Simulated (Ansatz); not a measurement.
# Si2F3: what a guessed cell relaxes into

Where does this trial cell of Si2F3 go when cell and atoms are let free?

Program: Ansatz 0.2.0. Level of theory: DFT PBE, scalar-relativistic, plane waves, PAW. These are calculated values, not measurements.

### Step 1. The starting structure

The structure is cubic, space group Pm-3m (No. 221). The conventional cell has a = 4.259 Å, b = 4.259 Å, c = 4.259 Å, α = 90.00°, β = 90.00°, γ = 90.00°. Around Si (site symmetry m-3m) lie 12 F at 3.01 Å. Si (site symmetry m-3m) is surrounded by 6 F at 2.13 Å. F (site symmetry 4/mmm) is surrounded by 2 Si at 2.13 Å.

As a file:

```cif
data_structure
_symmetry_space_group_name_H-M 'P 1'
_symmetry_Int_Tables_number 1
_cell_length_a 4.2595
_cell_length_b 4.2595
_cell_length_c 4.2595
_cell_angle_alpha 90.000
_cell_angle_beta 90.000
_cell_angle_gamma 90.000
_cell_volume 77.28
loop_
_atom_site_label
_atom_site_type_symbol
_atom_site_fract_x
_atom_site_fract_y
_atom_site_fract_z
_atom_site_occupancy
Si1 Si 0.00000 0.00000 0.00000 1
Si2 Si 0.50000 0.50000 0.50000 1
F1 F 0.00000 0.50000 0.50000 1
F2 F 0.50000 0.00000 0.50000 1
F3 F 0.50000 0.50000 0.00000 1
```

The cell is invented: random cell by space group and Wyckoff sites (Pm-3m, No. 221). Its size is a rough estimate.

### Step 2. The guess as it stands, on a coarse mesh

input.yaml

```yaml
crystal:
  lattice:
    - [4.25947693, 0.0, 0.0]
    - [0.0, 4.25947693, 0.0]
    - [0.0, 0.0, 4.25947693]
  atoms:
    - { symbol: Si, position: [0.0, 0.0, 0.0] }
    - { symbol: Si, position: [0.5, 0.5, 0.5] }
    - { symbol: F, position: [0.0, 0.5, 0.5] }
    - { symbol: F, position: [0.5, 0.0, 0.5] }
    - { symbol: F, position: [0.5, 0.5, 0.0] }
basis:
  ecutwfc: 420
kpoints:
  mp_grid: { grid: [4, 4, 4] }
hamiltonian:
  xc: pbe
scf:
  occupations: { method: gaussian, width: 0.1 }
  lower_state_search: "off"
output:
  forces: true
  stress: true
  eigenvalues: true
```

Started as:

```sh
ansatz run input.yaml --threads 1 --pin off --max-ram 2560MiB --backend cpu --events-out ev --progress --plain --runs-dir out
```

Output (excerpt; [...] marks lines left out):

```text
Warning: RAYON_NUM_THREADS=1 ignored (pool sized by the plan → 1); use --threads N
[...]
Pseudopotentials: kind: paw
Pseudopotential: Si, paw, valence charge 4, recommended cutoff 420 eV (normal), Si.paw.azcp
Pseudopotential: F, paw, valence charge 7, recommended cutoff 420 eV (normal), F.paw.azcp
Functional definition: PBE
[...]
Crystal: 5 atoms, lattice volume = 77.280 Å³
Basis set: ecut = 420 eV, 1503 PW (Γ), exchange–correlation on 60×60×60 points (8 copies of the dense FFT grid, shifted against one another)
Bands: 20, of which v1, the nominal top of the filled ones, is band 15 counted from 1 (14 counted from 0)
Symmetry: 48 space group operations
Space group: Pm-3m (ITA 221), of the structure as read, at distance tolerance 4.3e-5 Å
k-points: 10 of 64
[...]
SCF iter   1: F=—  HF=-3692.700461 eV  |F-HF|=—  |Δ(HF+E_count)|=         —  Δρ=8.00e-3  dr2=9.29e-2  ethr=1.77e-3  ⟨swp⟩=6.3  Hψ=1042  notcnv=0
[...]
SCF iter   8: F=-3692.684372 eV  HF=-3692.684372 eV  |F-HF|=2.87e-9  |Δ(HF+E_count)|=   2.85e-8  Δρ=1.61e-6  dr2=4.46e-9  ethr=3.45e-10  ⟨swp⟩=6.4  Hψ=816  notcnv=0
[...]
SCF converged after 8 iterations
Free energy (F): -3692.684372 eV
[...]
E sigma→0 (E₀):  -3692.665312 eV
Entropy (-TS):   -0.038121 eV (-7.624 meV/atom)
Fermi energy:    5.397902 eV
[...]
--- Forces (eV/Å), atoms counted from 1 ---
  atom   1  Si    -0.00000000    -0.00000000    -0.00000000
  atom   2  Si     0.00000000    -0.00000000     0.00000000
  atom   3  F      0.00000000     0.00000000    -0.00000000
  atom   4  F     -0.00000000    -0.00000000    -0.00000000
  atom   5  F      0.00000000    -0.00000000     0.00000000
[...]
--- Stress (GPa, compression-positive) ---
       -0.550965       0.000000       0.000000
       -0.000000      -0.550965       0.000000
        0.000000       0.000000      -0.550965
  P = ⅓ Tr σ = -0.5510 GPa (-5.510 kbar)
--- Band table (eV; the first three rows and the last of 10) ---
  k-point 0: bands = ["-19.5760", "-18.9991", "-18.9991", "-2.8015", "-2.8015", "-2.8015", "-2.4034", "-0.2613", "-0.2613", "-0.2613", "-0.1242", "-0.1242", "-0.1242", "0.6959", "6.5259", "6.5259", "6.5259", "11.0400", "11.0400", "11.6952"]
[...]
```

Wall time 2.6 s (1 thread of Intel Xeon at 2.50GHz (Skylake/Cascade Lake), shared host); peak memory 0.31 GiB.

Read-out: pressure -0.6 GPa, largest force 0.00 eV/Å, gap on this mesh none (metal). A cheap, loose relaxation comes first.

### Step 3. Spin check on a coarse mesh

input.yaml, as its differences from that of step 2:

```diff
@@ -8,5 +8,5 @@
     - { symbol: Si, position: [0.5, 0.5, 0.5] }
-    - { symbol: F, position: [0.0, 0.5, 0.5] }
-    - { symbol: F, position: [0.5, 0.0, 0.5] }
-    - { symbol: F, position: [0.5, 0.5, 0.0] }
+    - { symbol: F, position: [0.0, 0.5, 0.5], spin: 1.0 }
+    - { symbol: F, position: [0.5, 0.0, 0.5], spin: 1.0 }
+    - { symbol: F, position: [0.5, 0.5, 0.0], spin: 1.0 }
 basis:
@@ -24 +24,4 @@
   eigenvalues: true
+  populations: true
+magnetization:
+  spin_polarized: true
```

Started as:

```sh
ansatz run input.yaml --threads 1 --pin off --max-ram 2560MiB --backend cpu --events-out ev --progress --plain --runs-dir out
```

Output (excerpt; [...] marks lines left out):

```text
[...]
SCF converged after 15 iterations
Magnetization: 1.2124 μB (15.1062 up, 13.8938 down)
Absolute magnetization: 1.2125 μB (∫|ρ↑−ρ↓|, with the PAW one-centre terms)
Spin contamination: 0.0094 ħ² per cell (⟨S²⟩ above its minimum at these occupations)
Per-site moments (μB) at R_I (Å): [(0.6298624139055315, 1.2424108213731462), (0.040498333781465376, 0.8785171168125), (0.034373173671982456, 0.8785171168125), (0.03437317367198274, 0.8785171168125), (0.03437317367198247, 0.8785171168125)]
Free energy (F): -3692.784611 eV
[...]
E sigma→0 (E₀):  -3692.773247 eV
Entropy (-TS):   -0.022728 eV (-4.546 meV/atom)
Fermi energy:    5.223041 eV
[...]
--- Forces (eV/Å), atoms counted from 1 ---
  atom   1  Si    -0.00000000     0.00000000    -0.00000000
  atom   2  Si     0.00000000    -0.00000000     0.00000000
  atom   3  F      0.00000000     0.00000000    -0.00000000
  atom   4  F      0.00000000    -0.00000000    -0.00000000
  atom   5  F      0.00000000    -0.00000000     0.00000000
[...]
--- Stress (GPa, compression-positive) ---
       -0.690927       0.000000       0.000000
        0.000000      -0.690927       0.000000
        0.000000       0.000000      -0.690927
  P = ⅓ Tr σ = -0.6909 GPa (-6.909 kbar)
--- Band table (eV; the first three rows and the last of 20) ---
  k-point 0 ↑: bands = ["-19.6608", "-19.0828", "-19.0828", "-2.9025", "-2.9025", "-2.9025", "-2.7368", "-0.3526", "-0.3526", "-0.3526", "-0.1965", "-0.1965", "-0.1965", "0.5178", "6.1745", "6.1745", "6.1745", "10.7334", "10.7334", "11.5414", "11.5414"]
[...]
--- Löwdin populations: 5 sites ---
  site symbol       q [e]    m [muB]
     0     Si      3.5065     1.0089
     1     Si      2.9886     0.1023
     2      F      7.4513     0.0305
     3      F      7.4513     0.0305
     4      F      7.4513     0.0305
  spilling = 0.005201 (of n_electrons = 29.000000)
```

Wall time 8.6 s (1 thread of Intel Xeon at 2.50GHz (Skylake/Cascade Lake), shared host); peak memory 0.33 GiB.

Per atom:

```csv
atom,moment in the atom's sphere (μB),Löwdin electrons
Si1,0.63,3.51
Si2,0.04,2.99
F3,0.03,7.45
F4,0.03,7.45
F5,0.03,7.45
```

The Löwdin counts miss 0.15 of the 29 electrons, which the atomic orbitals do not span, so they are no charges.

The same cell is solved with trial moments on F. The largest site moment that stays is 0.63 μB and the cell's total 1.21 μB. The workflow keeps spin only above 0.25 μB on a site, so spin is kept from here on.

### Step 4. A loose first relaxation

input.yaml, as its differences from that of step 3:

```diff
@@ -27 +27,6 @@
   spin_polarized: true
+relax:
+  adjacent_minimum: "off"
+  f_tol: 0.04
+  max_steps: 70
+  cell: { stress_tol: 0.4 }
```

Started as:

```sh
ansatz run input.yaml --threads 1 --pin off --max-ram 2560MiB --backend cpu --events-out ev --progress --plain --runs-dir out
```

Output (excerpt; [...] marks lines left out):

```text
Warning: RAYON_NUM_THREADS=1 ignored (pool sized by the plan → 1); use --threads N
[...]
[... 4 set-up lines as earlier in the session ...]
[...]
Crystal: 5 atoms, lattice volume = 77.280 Å³
Basis set: ecut = 420 eV, 1503 PW (Γ), exchange–correlation on 60×60×60 points (8 copies of the dense FFT grid, shifted against one another)
Bands: 21, of which v1, the nominal top of the filled ones, is band 15 counted from 1 (14 counted from 0)
[... 2 set-up lines as earlier in the session ...]
Magnetic group: BNS 221.92 (UNI 1594), of the structure as read, at distance tolerance 4.3e-5 Å
k-points: 10 of 64
[...]
Starting moments: Σ|m| = 3 μB on 3 of 5 sites
[...]
--- Relaxed structure (2 steps of the walk, 2 accepted, 1 SCFs on fresh bases) ---
  F+E_penalty+E_count = -3692.78603143 eV   max|allowed force component| = 4.247e-30 eV/Å   (the final SCF, on the basis selected at the relaxed cell)
  cell:  # Å, volume = 76.7178 Å³
    - [4.249117274252306, 6.419766481290785e-35, 1.6049416203226962e-35]
    - [6.419766481290785e-35, 4.249117274252306, 0.0]
    - [1.6049416203226962e-35, 0.0, 4.249117274252306]
  atoms:
    - { symbol: Si, position: [4.709914053703703e-37, -4.709914053703706e-38, 2.2960831011805558e-37] }
    - { symbol: Si, position: [0.5, 0.5, 0.5] }
    - { symbol: F, position: [-2.354957026851851e-37, 0.5, 0.5] }
    - { symbol: F, position: [0.5, -2.2372091755092687e-37, 0.5] }
    - { symbol: F, position: [0.5, 0.5, -3.5324355402777717e-38] }
--- Löwdin populations: 5 sites ---
  site symbol       q [e]    m [muB]
     0     Si      3.5142     1.0141
     1     Si      2.9852     0.0999
     2      F      7.4498     0.0301
     3      F      7.4498     0.0301
     4      F      7.4498     0.0301
  spilling = 0.005216 (of n_electrons = 29.000000)
```

Wall time 16 s (1 thread of Intel Xeon at 2.50GHz (Skylake/Cascade Lake), shared host); peak memory 0.35 GiB.

The steps of the relaxation:

```
step  E - E(step 1) (eV/cell)  largest force component (eV/Å)  pressure (GPa)  volume (Å³)
   1                   0.0000                          0.0000           -0.69        77.28
   2                  -0.0033                          0.0000           -0.29        76.72
   3                  -0.0014                          0.0000           -0.34        76.72
```

Step 1 is the start. Step 3 repeats the geometry before it on a plane-wave basis chosen anew for that cell, so its energy need not be comparable with the rows above.

|  | before | after | change |
| --- | --- | --- | --- |
| a (Å) | 4.259 | 4.249 | -0.2 % |
| b (Å) | 4.259 | 4.249 | -0.2 % |
| c (Å) | 4.259 | 4.249 | -0.2 % |
| volume (Å³/atom) | 15.46 | 15.34 | -0.7 % |
| shortest distance (Å) | 2.130 | 2.125 | -0.2 % |
| space group (0.01 Å) | Pm-3m | Pm-3m | same |

The run keeps the 48 symmetry operations of the start, so it could not have lowered the symmetry.

Per atom:

```csv
atom,moment in the atom's sphere (μB),Löwdin electrons
Si1,0.63,3.51
Si2,0.04,2.99
F3,0.03,7.45
F4,0.03,7.45
F5,0.03,7.45
```

The Löwdin counts miss 0.15 of the 29 electrons, which the atomic orbitals do not span, so they are no charges.

### Step 5. Final relaxation

The end of the coarse run is made exact in the group found at a tolerance of 0.06 Å and reduced to its primitive cell.

input.yaml

```yaml
crystal:
  lattice:
    - [4.2491172743, 0.0, 0.0]
    - [0.0, 4.2491172743, 0.0]
    - [0.0, 0.0, 4.2491172743]
  atoms:
    - { symbol: Si, position: [0.0, 0.0, 0.0], spin: 0.69 }
    - { symbol: Si, position: [0.5, 0.5, 0.5] }
    - { symbol: F, position: [0.0, 0.5, 0.5] }
    - { symbol: F, position: [0.5, 0.0, 0.5] }
    - { symbol: F, position: [0.5, 0.5, 0.0] }
basis:
  ecutwfc: 420
kpoints:
  mp_grid: { grid: [10, 10, 10] }
hamiltonian:
  xc: pbe
scf:
  occupations: { method: gaussian, width: 0.1 }
output:
  forces: true
  stress: true
  eigenvalues: true
  populations: true
  write_density: true
  write_potential: true
  elf: true
  volumetric_format: npy
magnetization:
  spin_polarized: true
relax:
  adjacent_minimum: "off"
  f_tol: 0.01
  max_steps: 80
  cell: { stress_tol: 0.05 }
```

Started as:

```sh
ansatz run input.yaml --threads 1 --pin off --max-ram 2560MiB --backend cpu --events-out ev --progress --plain --runs-dir out
```

Output (excerpt; [...] marks lines left out):

```text
Warning: RAYON_NUM_THREADS=1 ignored (pool sized by the plan → 1); use --threads N
[...]
[... 4 set-up lines as earlier in the session ...]
[...]
Crystal: 5 atoms, lattice volume = 76.718 Å³
Basis set: ecut = 420 eV, 1503 PW (Γ), exchange–correlation on 60×60×60 points (8 copies of the dense FFT grid, shifted against one another)
Bands: 20, of which v1, the nominal top of the filled ones, is band 15 counted from 1 (14 counted from 0)
[... 1 set-up line as earlier in the session ...]
Space group: Pm-3m (ITA 221), of the structure as read, at distance tolerance 4.2e-5 Å
Magnetic group: BNS 221.92 (UNI 1594), of the structure as read, at distance tolerance 4.2e-5 Å
k-points: 56 of 1000
[...]
Starting moments: Σ|m| = 0.69 μB on 1 of 5 sites
[...]
  F+E_penalty+E_count = -3692.83345762 eV   max|allowed force component| = 7.139e-30 eV/Å   (the final SCF, on the basis selected at the relaxed cell)
  cell:  # Å, volume = 76.5500 Å³
    - [4.246016310676807, 9.30866139787164e-34, -6.419766481290786e-35]
    - [9.30866139787164e-34, 4.246016310676807, -2.8888949165808538e-34]
    - [-3.209883240645393e-35, -2.8888949165808538e-34, 4.246016310676807]
  atoms:
    - { symbol: Si, position: [2.4492247869951066e-37, -3.7623633636487536e-38, -1.180349291779023e-38] }
    - { symbol: Si, position: [0.5, 0.5, 0.5] }
    - { symbol: F, position: [-1.0918230947658788e-37, 0.5, 0.5] }
    - { symbol: F, position: [0.5, 2.1393830899215814e-38, 0.5] }
    - { symbol: F, position: [0.5, 0.5, 2.9508732238701796e-39] }
--- Löwdin populations: 5 sites ---
  site symbol       q [e]    m [muB]
     0     Si      3.4884     0.9397
     1     Si      3.0033     0.0773
     2      F      7.4520     0.0264
     3      F      7.4520     0.0264
     4      F      7.4520     0.0264
  spilling = 0.005252 (of n_electrons = 29.000000)
```

Wall time 2 min (1 thread of Intel Xeon at 2.50GHz (Skylake/Cascade Lake), shared host); peak memory 0.46 GiB.

Relaxation path:

| step | energy from step 1 (eV/cell) | largest force component (eV/Å) | pressure (GPa) | volume (Å³) |
| --- | --- | --- | --- | --- |
| 1 | 0.0000 | 0.0000 | -0.12 | 76.72 |
| 2 | -0.0003 | 0.0000 | -0.05 | 76.62 |
| 3 | -0.0002 | 0.0000 | -0.05 | 76.62 |
| 4 | -0.0004 | 0.0000 | 0.00 | 76.55 |
| 5 | -0.0003 | 0.0000 | -0.01 | 76.55 |

Step 1 is the start. Steps 3, 5 each repeat the geometry before them on a plane-wave basis chosen anew, so the energy can jump there without any move.

|  | before | after | change |
| --- | --- | --- | --- |
| a (Å) | 4.249 | 4.246 | -0.1 % |
| b (Å) | 4.249 | 4.246 | -0.1 % |
| c (Å) | 4.249 | 4.246 | -0.1 % |
| volume (Å³/atom) | 15.34 | 15.31 | -0.2 % |
| shortest distance (Å) | 2.125 | 2.123 | -0.1 % |
| space group (0.01 Å) | Pm-3m | Pm-3m | same |

The run keeps the 48 symmetry operations of the start, so it could not have lowered the symmetry.

By site:

```csv
atom,moment in the atom's sphere (μB),Löwdin electrons
Si1,0.58,3.49
Si2,0.03,3.00
F3,0.03,7.45
F4,0.03,7.45
F5,0.03,7.45
```

The Löwdin counts miss 0.15 of the 29 electrons, which the atomic orbitals do not span, so they are no charges.

Density in a lattice plane of the grid's cell (edges 4.25 and 4.25 Å, at 0.500 of the third edge), which holds Si and F.

Ten even steps from ' ' (0.02 e/Å³) to '@' (14.02 e/Å³):
```
                  ..--**##**--..                
                    ..------..                  
                      ......                    
                                                
                                                
                                                
....                                          ..
----..                                      ..--
%%**--..                                  ..--**
@@%%==::                                  ::==%%
%%**--..                                  ..--**
----..                                      ..--
....                                          ..
                                                
                                                
                                                
                      ......                    
                    ..------..                  
                  ..--**##**--..                
                  ::++%%@@%%++::                
```
Columns run along the first of these edges and rows up along the second, over one cell in 24 and 20 even steps from the bottom left corner. Atoms in the plane (fractional): Si at (0.50, 0.50), F at (1.00, 0.50), F at (0.50, 0.00).

ELF in the same plane.

Values, 12 rows by 12 columns:
```
0.04 0.03 0.04 0.26 0.69 0.79 0.71 0.79 0.69 0.26 0.04 0.03
0.06 0.04 0.03 0.09 0.33 0.59 0.67 0.59 0.33 0.09 0.03 0.04
0.37 0.26 0.09 0.08 0.20 0.36 0.44 0.36 0.20 0.08 0.09 0.26
0.78 0.69 0.33 0.20 0.53 0.70 0.75 0.70 0.53 0.20 0.33 0.69
0.74 0.79 0.59 0.36 0.70 0.73 0.79 0.73 0.70 0.36 0.59 0.79
0.43 0.71 0.67 0.44 0.75 0.79 0.98 0.79 0.75 0.44 0.67 0.71
0.74 0.79 0.59 0.36 0.70 0.73 0.79 0.73 0.70 0.36 0.59 0.79
0.78 0.69 0.33 0.20 0.53 0.70 0.75 0.70 0.53 0.20 0.33 0.69
0.37 0.26 0.09 0.08 0.20 0.36 0.44 0.36 0.20 0.08 0.09 0.26
0.06 0.04 0.03 0.09 0.33 0.59 0.67 0.59 0.33 0.09 0.03 0.04
0.04 0.03 0.04 0.26 0.69 0.79 0.71 0.79 0.69 0.26 0.04 0.03
0.05 0.04 0.06 0.37 0.78 0.74 0.43 0.74 0.78 0.37 0.06 0.04
```
Columns run along the first of these edges and rows up along the second, over one cell in 12 and 12 even steps from the bottom left corner. Atoms in the plane (fractional): Si at (0.50, 0.50), F at (1.00, 0.50), F at (0.50, 0.00).

Both are smooth fields of the valence electrons: close to the nuclei they are not physical.

Spin density (up less down) in a lattice plane of the grid's cell (edges 4.25 and 4.25 Å, at 0.500 of the third edge), which holds Si and F.

Ten even steps from ' ' (0.00 e/Å³) to '@' (0.09 e/Å³):
```
......            ..--++++++--..            ....
....                ..........                ..
                                                
                                                
                                                
                                                
                    ..........                  
==--..            ....      ....            ..--
%%++::          ....          ....          ::++
@@**::          ..              ..          ::**
%%++::          ....          ....          ::++
==--..            ....      ....            ..--
                    ..........                  
                                                
                                                
                                                
                                                
....                ..........                ..
......            ..--++++++--..            ....
......            ::++@@@@@@++::            ....
```
Columns run along the first of these edges and rows up along the second, over one cell in 24 and 20 even steps from the bottom left corner. Atoms in the plane (fractional): Si at (0.50, 0.50), F at (1.00, 0.50), F at (0.50, 0.00).

Outside the cores ELF peaks at 0.89 in the shell around Si, 0.9 Å from Si; 0.82 in the shell around F, 0.5 Å from F.

### Step 6. Results

| quantity | value |
| --- | --- |
| symmetry at the end (tolerance 0.05 Å) | space group Pm-3m (No. 221) |
| conventional cell | a = 4.246 Å, b = 4.246 Å, c = 4.246 Å, α = 90.00°, β = 90.00°, γ = 90.00° |
| volume | 15.31 Å³/atom |
| energy over the elements (uncorrected; H, N, O, F and Cl as molecules) | -0.89 eV/atom |
| gap on the mesh | none (metal) |
| total moment | 1.10 μB/cell |

The space group Pm-3m (No. 221) is kept, and the volume per atom shrinks by 0.9 % from the first guess. It lies below the elements, which doesn't yet make it stable: competing phases were not computed in this session. No finished test with a distortion of lower symmetry is shown, so the end may be a saddle point. An odd count of electrons in a cell without spin polarisation forces a partly filled band, so those cells are metals by count; spin or a larger cell could change that. Other magnetic orders were not searched.
